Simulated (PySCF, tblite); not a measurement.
# C6H10O2S: geometry, infrared bands, NMR shifts, electronic excitations and core binding energies

Aim: predict the infrared bands, NMR shifts, electronic excitations and core binding energies of C6H10O2S (`O=S1(=O)[C@H]2CC[C@@H]1CC2`).

The runs use tblite 0.8.0 and PySCF 2.14.0, with density-fitted response routines of our own; the level of theory stands in each step. All values are computed, except where a source is named. Atoms count from 0, in the outputs and in this text.

## 1. The molecule as given

19 atoms, charge 0, multiplicity 1; geometry from: GFN2-xTB.

Bonds of the start (Å): O0–S1 1.44, S1–O2 1.44, S1–C3 1.82, C3–C4 1.52, C4–C5 1.55, C5–C6 1.52, C6–C7 1.52, C7–C8 1.55, C6–S1 1.82, C8–C3 1.52, C3–H9 1.08, C4–H10 1.09, C4–H11 1.09, C5–H12 1.09, C5–H13 1.09, C6–H14 1.08, C7–H15 1.09, C7–H16 1.09, C8–H17 1.09, C8–H18 1.09.

## 2. Vibrational analysis with GFN2-xTB

What the job is given:

```
{"job": {"kind": "ir", "xc": "GFN2-xTB", "basis": "xTB"}, "charge": 0, "multiplicity": 1}
O     -2.080001    -0.081235    -1.639413
S     -0.735574     0.350406    -1.376440
O     -0.080452     1.110640    -2.404004
C     -0.539422     1.085779     0.281970
C     -1.064725    -0.060134     1.125962
C     -0.522319    -1.370515     0.502774
C      0.315566    -0.978901    -0.699727
C      1.517321    -0.155112    -0.277070
C      0.974702     1.155741     0.344857
H     -1.048294     2.031913     0.426349
H     -2.154128    -0.058247     1.100944
H     -0.747023     0.042692     2.164988
H     -1.350639    -1.999584     0.177776
H      0.071519    -1.933498     1.224868
H      0.533313    -1.786683    -1.388936
H      2.134800    -0.703279     0.436585
H      2.126586     0.071361    -1.151621
H      1.321284     2.013214    -0.231329
H      1.317683     1.274692     1.374006
```

**Question.** This job is followed by: PBE0-D3(BJ)/def2-SVP geometry optimisation, gas phase; GIAO PBE0/pcSseg-1 NMR shielding, non-relativistic, gas phase; TDDFT CAM-B3LYP/def2-SVPD, vertical, gas phase, core orbitals frozen in the response; GIAO KT3/pcSseg-1 NMR shielding, non-relativistic, gas phase; delta-SCF UKS SCAN, pcX-2 on the ionised atom, pcseg-1 elsewhere, spin-free X2C. What will the session give for the following? strongest single infrared mode (GFN2-xTB); zero-point energy (GFN2-xTB); point group; rotational constants (main isotopes); 13C shifts against TMS (PBE0/pcSseg-1, means over atoms taken as alike); 1H shifts against TMS (PBE0/pcSseg-1, means over atoms taken as alike); 17O shifts against H2O (PBE0/pcSseg-1); 33S shifts against CS2 (PBE0/pcSseg-1); lowest singlet (CAM-B3LYP/def2-SVPD); brightest single state of those computed; lowest triplet; vertical ionisation energy (ΔSCF); O1s binding energies, SCAN/pcX-2; C1s binding energies, SCAN/pcX-2; S1s binding energies, SCAN/pcX-2; S2p binding energies, SCAN/pcX-2; range of the shift of S1.

**Answer**, as computed:

| quantity | value |
| --- | --- |
| strongest single infrared mode (GFN2-xTB) | 1252 cm⁻¹, 455 km/mol |
| zero-point energy (GFN2-xTB) | 97.7 kcal/mol |
| point group | C2v |
| rotational constants (main isotopes) | 2.12, 1.71, 1.40 GHz |
| 13C shifts against TMS (PBE0/pcSseg-1, means over atoms taken as alike) | 57.8, 26.7 ppm |
| 1H shifts against TMS (PBE0/pcSseg-1, means over atoms taken as alike) | 2.38, 2.20, 1.36 ppm |
| 17O shifts against H2O (PBE0/pcSseg-1) | 186.7, 186.7 ppm |
| 33S shifts against CS2 (PBE0/pcSseg-1) | 348 ppm |
| lowest singlet (CAM-B3LYP/def2-SVPD) | 7.08 eV (175 nm), f = 0.028 |
| brightest single state of those computed | state 9, 8.67 eV, f = 0.171 |
| lowest triplet | 6.81 eV |
| vertical ionisation energy (ΔSCF) | 9.81 eV |
| O1s binding energies, SCAN/pcX-2 | O2 537.28, O0 537.28 eV |
| C1s binding energies, SCAN/pcX-2 | C3 291.25, C4 291.17 eV |
| S1s binding energies, SCAN/pcX-2 | S1 2481.94 eV |
| S2p binding energies, SCAN/pcX-2 | S1 173.67 eV |
| range of the shift of S1 | 330 to 348 ppm |

In words: No mode is imaginary among the 51: a minimum at this level. The strongest single mode, at 1252 cm⁻¹, has its largest shares on S1, O0 and O2 (the list is cut at 3 atoms). GFN2-xTB is a fitted tight-binding method: band positions and strengths are rough. Its intensities can rank the bands wrongly. Over 4 steps the energy fell by 0.128 eV; of the close pairs, O0–S1 changed most, 1.436 to 1.462 Å. No frequency check was run at this level, so the end point may be a saddle. At PBE0/pcSseg-1: The widest tensor belongs to S1: span 244 ppm, with a paramagnetic part of -902 ppm. The first singlet state (HOMO→LUMO+1 0.63, HOMO→LUMO 0.21) lies at 7.08 eV and is weak; of the 10 states computed, the strongest absorption comes from state 9 at 8.67 eV. The lowest triplet lies 0.27 eV below the lowest singlet (triplets in Tamm-Dancoff, singlets in full TDDFT). The orbital energy would give 9.09 eV for ionisation, ΔSCF gives 9.81 eV. The O1s levels computed lie within 0.00 eV of one another, too close to rank. C3 (sp3 CH bonded to S) binds its C1s electron 0.09 eV more tightly than C4 (sp3 CH2 in a ring). In ppm, S1 moves most: its shift spreads over 18 ppm, from 330 (KT3/pcSseg-1) to 348 (PBE0/pcSseg-1).
